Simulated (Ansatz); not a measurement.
The system is EuMo.

```
CELL_PARAMETERS angstrom
3.53145 0.00000 0.00000
0.00000 3.53145 0.00000
0.00000 0.00000 3.53145
ATOMIC_POSITIONS crystal
Eu 0.50000 0.50000 0.50000
Mo 0.00000 0.00000 0.00000
```

The cell was built by a generator and needn't be a form met in nature.

- Program: Ansatz 0.2.0
- Task: relaxation of cell and atoms
- Functional: RPBE
- Potentials or basis: Ansatz PAW
- Cutoff: 420 eV (not typed: the program's choice for these potentials)
- k mesh: 6 × 6 × 6
- Occupations: fermi-dirac, width 0.05 eV
- Spin: collinear spin, ferromagnetic start
- Starting moments: [7.0, 1.0] μB

At the start: volume 22.02 Å³/atom.

Where does the relaxation end?

It ends after 5 steps and the volume is 24.91 Å³/atom (+13.1 %); space group Pm-3m (No. 221, to 0.05 Å); moment 3.93 μB per cell.

The path:
| step | energy change (eV) | largest force (eV/Å) | volume (Å³) |
| --- | --- | --- | --- |
| 1 | 0.0000 | 0.0000 | 44.04 |
| 2 | -0.0676 | 0.0000 | 47.06 |
| 3 | -0.0868 | 0.0000 | 49.90 |
| 4 | -0.0869 | 0.0000 | 49.81 |
| 5 | -0.0883 | 0.0000 | 49.81 |

Final structure:
```yaml
crystal:
  lattice:
    - [3.67939, 0.00000, 0.00000]
    - [0.00000, 3.67939, 0.00000]
    - [0.00000, 0.00000, 3.67939]
  atoms:
    - { symbol: Eu, position: [0.50000, 0.50000, 0.50000] }
    - { symbol: Mo, position: [0.00000, 0.00000, 0.00000] }
```

Caveat: the plane-wave basis is chosen anew once the cell has moved, so the energies of steps on either side of that aren't comparable; without U or exact exchange the open f shell lies at the Fermi level, which spoils levels, moments and volumes; the PAW data sets come from PBE, with cores solved anew for the run's functional, which leaves a small shift of forces and pressure; the starting moments weren't kept.
